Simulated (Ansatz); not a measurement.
**Molecular dynamics of InP**

The input (input.yaml):

```yaml
accuracy: low
crystal:
  lattice:
    - [8.315576, 0.0, 0.0]
    - [4.157788, 7.2015, 0.0]
    - [0.0, 0.0, 18.638344]
  atoms:
    - { symbol: In, position: [0.0, 0.0, 0.0536528] }
    - { symbol: P, position: [0.16666667, 0.16666667, 0.0991883] }
    - { symbol: In, position: [0.0, 0.5, 0.0536528] }
    - { symbol: P, position: [0.16666666, 0.66666667, 0.0991883] }
    - { symbol: In, position: [0.5, 0.0, 0.0536528] }
    - { symbol: P, position: [0.66666666, 0.16666667, 0.0991883] }
    - { symbol: In, position: [0.5, 0.5, 0.0536528] }
    - { symbol: P, position: [0.66666666, 0.66666667, 0.0991883] }
    - { symbol: In, position: [0.66666666, 0.66666667, 0.24172244] }
    - { symbol: P, position: [0.83333333, 0.83333334, 0.28410248] }
    - { symbol: In, position: [0.66666666, 0.16666667, 0.24172244] }
    - { symbol: P, position: [0.83333333, 0.33333333, 0.28410248] }
    - { symbol: In, position: [0.16666666, 0.66666667, 0.24172244] }
    - { symbol: P, position: [0.33333333, 0.83333334, 0.28410248] }
    - { symbol: In, position: [0.16666667, 0.16666667, 0.24172244] }
    - { symbol: P, position: [0.33333333, 0.33333333, 0.28410248] }
    - { symbol: In, position: [0.33333333, 0.33333333, 0.4267002] }
    - { symbol: P, position: [0.5, 0.5, 0.4715555] }
    - { symbol: In, position: [0.33333333, 0.83333334, 0.4267002] }
    - { symbol: P, position: [0.49999999, 1.0, 0.4715555] }
    - { symbol: In, position: [0.83333333, 0.33333333, 0.4267002] }
    - { symbol: P, position: [0.0, 0.5, 0.4715555] }
    - { symbol: In, position: [0.83333333, 0.83333334, 0.4267002] }
    - { symbol: P, position: [0.0, 1.0, 0.4715555] }
basis:
  ecutwfc: 420.0
kpoints:
  mp_grid: { grid: [2, 2, 1] }
hamiltonian:
  xc: pbe
  dispersion: d3bj
  pseudopotentials: { kind: paw, azcp: { folder: soft_1 } }
scf:
  occupations: { method: fermi_dirac, width: 0.15 }
  lower_state_search: "off"
md:
  timestep: 3.0
  n_steps: 170
  ensemble: nvt_langevin
  temperature: 700.0
  initial_velocities: maxwell_boltzmann
  seed: 653379
  friction: 0.02
  constraints: [{ sites: [0, 1, 2, 3, 4, 5, 6, 7] }]
```

Command:

```bash
$ ansatz run input.yaml --threads 4 --pin off --max-ram 10240MiB --backend cpu --events-out ev --progress --plain --runs-dir out
```

It starts from a relaxed structure.

Output, in part (step lines):

```
md step     0: t =     0.00 fs  T =   700.0 K  F+E_penalty+E_count = -76246.76269635 eV  E_kin = 1.447712 eV  (14 SCF iters)
md step     1: t =     3.00 fs  T =   726.2 K  F+E_penalty+E_count = -76246.74430117 eV  E_kin = 1.501810 eV  (8 SCF iters)
md step     2: t =     6.00 fs  T =   706.7 K  F+E_penalty+E_count = -76246.69330588 eV  E_kin = 1.461626 eV  (8 SCF iters)
md step     3: t =     9.00 fs  T =   639.5 K  F+E_penalty+E_count = -76246.62004679 eV  E_kin = 1.322567 eV  (8 SCF iters)
md step     4: t =    12.00 fs  T =   638.6 K  F+E_penalty+E_count = -76246.52984459 eV  E_kin = 1.320740 eV  (8 SCF iters)
md step     5: t =    15.00 fs  T =   631.0 K  F+E_penalty+E_count = -76246.42601649 eV  E_kin = 1.304948 eV  (7 SCF iters)
md step     6: t =    18.00 fs  T =   611.1 K  F+E_penalty+E_count = -76246.32184981 eV  E_kin = 1.263860 eV  (7 SCF iters)
md step     7: t =    21.00 fs  T =   549.6 K  F+E_penalty+E_count = -76246.22319423 eV  E_kin = 1.136572 eV  (7 SCF iters)
[... lines left out ...]
md step   170: t =   510.00 fs  T =   839.3 K  F+E_penalty+E_count = -76244.50820015 eV  E_kin = 1.735783 eV  (8 SCF iters)
```

The steps, from the saved trajectory:

```tsv
time (fs)	T (K)	potential energy less start (eV)
0	700	0.000
15	631	0.337
30	482	0.677
45	524	0.629
60	603	0.682
75	519	0.779
90	533	0.940
105	340	1.033
120	497	0.895
135	715	0.974
150	458	1.243
165	431	1.149
180	596	1.015
195	640	1.141
210	587	1.376
225	601	1.318
240	888	1.049
255	665	1.324
270	662	1.362
285	504	1.562
300	542	1.596
315	820	1.398
330	716	1.495
345	636	1.680
360	597	1.425
375	637	1.495
390	536	1.742
405	655	1.624
420	953	1.472
435	768	1.528
450	761	1.482
465	760	1.647
480	541	1.968
495	710	2.034
510	839	2.254
```

The run went to its last step. A run of 0.51 ps of so small a system gives no equilibrium averages. Limits of this set-up: coarse k mesh, thin slab, slab without dipole correction, a typed lattice constant that wasn't relaxed here, low accuracy level.

Mean squared displacements from the first frame to the last: In 0.13 Å², P 0.20 Å².

Last frame:

```xyz
24
Lattice="8.3156 0.0000 0.0000 4.1578 7.2015 0.0000 0.0000 0.0000 18.6383" Properties=species:S:1:pos:R:3
In 0.000 0.000 1.000
P 2.079 1.200 1.849
In 2.079 3.601 1.000
P 4.158 4.801 1.849
In 4.158 0.000 1.000
P 6.237 1.200 1.849
In 6.237 3.601 1.000
P 8.316 4.801 1.849
In 7.846 4.862 4.421
P 10.240 5.923 5.166
In 6.092 1.050 4.429
P 8.348 2.407 5.088
In 4.077 4.502 4.594
P 5.948 6.023 5.648
In 2.138 1.515 4.523
P 4.137 2.257 5.670
In 4.312 2.332 8.294
P 6.582 3.217 8.862
In 6.737 5.658 7.997
P 8.297 7.294 9.430
In 8.160 1.810 7.668
P 1.883 3.471 7.955
In 10.046 6.043 7.947
P 4.043 6.523 8.521
```

Time of the run: 27 min on 4 threads of Intel(R) Xeon(R) Platinum 8375C CPU @ 2.90GHz (Ice Lake), with other jobs on the host, peak memory 3.3 GiB.
